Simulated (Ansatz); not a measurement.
# GeH2 (SMILES [GeH2]) at BCCD(T)/STO-3G

What is the vertical ionisation energy of GeH2 at BCCD(T)/STO-3G? 

The calculation is run with Ansatz 0.2.0.

41 further runs of the same task are left out: 7 that didn't finish, 34 set aside as unsound or not needed.

### Step 1. The system as given

GeH2 has 3 atoms, charge 0, and is taken as a singlet. SMILES: `[GeH2]`. The shape is that of a PBE0-D4/def2-TZVP optimisation.

Bond lengths: Ge1–H2 1.595 Å, Ge1–H3 1.594 Å. Angles: H2–Ge1–H3 90.6°.

### Step 2. The energy at BCCD(T)/STO-3G

The input, input.yaml:

```yaml
basis:
  gaussian:
    orbitals: STO-3G
crystal:
  periodic: [false, false, false]
  atoms:
    - symbol: Ge
      position_ang: [-0.570100, 0.405100, -0.263700]
    - symbol: H
      position_ang: [0.783000, 0.743600, 0.509000]
    - symbol: H
      position_ang: [-0.212900, -1.148700, -0.245300]
accuracy: high
correlation:
  method: bccd_t
  frozen_orbitals: {Ge: 9, H: 0}
scf:
  omitted_lower_state_checks: [cluster_reference, increment]
```

Command:

```
$ ansatz run input.yaml --threads 1 --pin off --max-ram 2610MiB --events-out events.jsonl --progress --plain --runs-dir runs
```

The log of the run (excerpt; [...] marks lines left out):

```text
Warning: RAYON_NUM_THREADS=1 ignored (pool sized by the plan → 1); use --threads N
Functional definition: HF
  name "HF"
[...]
235 factors; integrals over basis functions are off by at most 1.3e-8 eV
[...]
mean field -55860.10452744 eV, -2052.8209780446 hartree, gradient 1.5e-8 eV, S^2 0.000000; 0 other end points of the search recorded, 0 dependent functions left out; unrestricted orbitals would lower it
9 core orbitals not correlated: weight in the atoms' cores, before any rotation towards them, 1.000 or more for the frozen orbitals, at most 0.000 for the correlated occupied ones
reference -55860.10452744 eV, -2052.8209780446 hartree; 8, 8 occupied and 3, 3 virtual orbitals, 235 factors
second order -0.90856687 eV of doubles, -0.00000000 eV of singles
cycle   1  -1.22166812 eV  change   -3.1e-1 eV  update   5.8e-2
[...]
cycle  20  -1.43439531 eV  change   8.2e-11 eV  update   1.8e-9
perturbative correction -0.00354855 eV, -0.0001304067 hartree
Total energy: -55861.54247129 eV, -2052.8738215065 hartree
Checks for a lower state left out: cluster_reference, increment
```

Wall time 0.32 s (1 thread of AMD EPYC 7R43 (Zen 3), shared host).

### Step 3. The doublet cation, same level

The input, run.yaml:

```yaml
basis:
  gaussian:
    orbitals: STO-3G
crystal:
  periodic: [false, false, false]
  atoms:
    - {symbol: Ge, position_ang: [-0.570100, 0.405100, -0.263700]}
    - {symbol: H, position_ang: [0.783000, 0.743600, 0.509000]}
    - {symbol: H, position_ang: [-0.212900, -1.148700, -0.245300]}
total_charge: 1
magnetization:
  spin_polarized: true
  initial_magnetization: 1
correlation:
  method: bccd_t
  frozen_orbitals: {Ge: 9, H: 0}
accuracy: high
scf:
  omitted_lower_state_checks: [cluster_reference, increment]
```

Command:

```
$ ansatz run run.yaml --threads 1 --pin off --max-ram 2610MiB --events-out events.jsonl --progress --plain --runs-dir runs
```

The log of the run (excerpt; [...] marks lines left out):

```text
Warning: RAYON_NUM_THREADS=1 ignored (pool sized by the plan → 1); use --threads N
[... 2 set-up lines as earlier in the session ...]
[...]
235 factors; integrals over basis functions are off by at most 1.3e-8 eV
[...]
mean field -55854.10687453 eV, -2052.6005683655 hartree, gradient 1.8e-8 eV, S^2 0.753227; 0 other end points of the search recorded, 0 dependent functions left out
9 core orbitals not correlated: weight in the atoms' cores, before any rotation towards them, 1.000 or more for the frozen orbitals, at most 0.000 for the correlated occupied ones
reference -55854.10687453 eV, -2052.6005683655 hartree; 8, 7 occupied and 3, 4 virtual orbitals, 235 factors
second order -0.77303914 eV of doubles, -0.00000000 eV of singles
cycle   1  -1.05360507 eV  change   -2.8e-1 eV  update   5.1e-2
[...]
cycle  20  -1.23782821 eV  change  -6.0e-10 eV  update   1.0e-9
perturbative correction -0.01397823 eV, -0.0005136906 hartree
Total energy: -55855.35868097 eV, -2052.6465714037 hartree
Checks for a lower state left out: cluster_reference, increment
```

Wall time 0.61 s (1 thread of AMD EPYC 7R43 (Zen 3), shared host).

### Step 4. Results

Level: BCCD(T)/STO-3G, 9 core orbitals frozen.

```
                                                   quantity           value
                                 singlet GeH2: total energy  -2052.87382 Eh
  singlet GeH2: correlation energy (9 core orbitals frozen)       -52.8 mEh
                               singlet GeH2: (T) correction       -0.13 mEh
                               doublet cation: total energy  -2052.64657 Eh
doublet cation: correlation energy (9 core orbitals frozen)       -46.0 mEh
                             doublet cation: (T) correction       -0.51 mEh
          doublet cation: ⟨S²⟩ of the reference determinant           0.753
         vertical ionisation energy (to the doublet cation)        6.184 eV
```

The vertical ionisation energy comes to 6.18 eV (597 kJ/mol). In a minimal basis such a difference can be off by several eV, whatever the method. The restricted solution (singlet GeH2) is unstable to spin breaking: an unrestricted one lies lower. The triples (singlet GeH2) make up 0.2 % of the correlation energy. The triples (doublet cation) make up 1.1 % of the correlation energy.
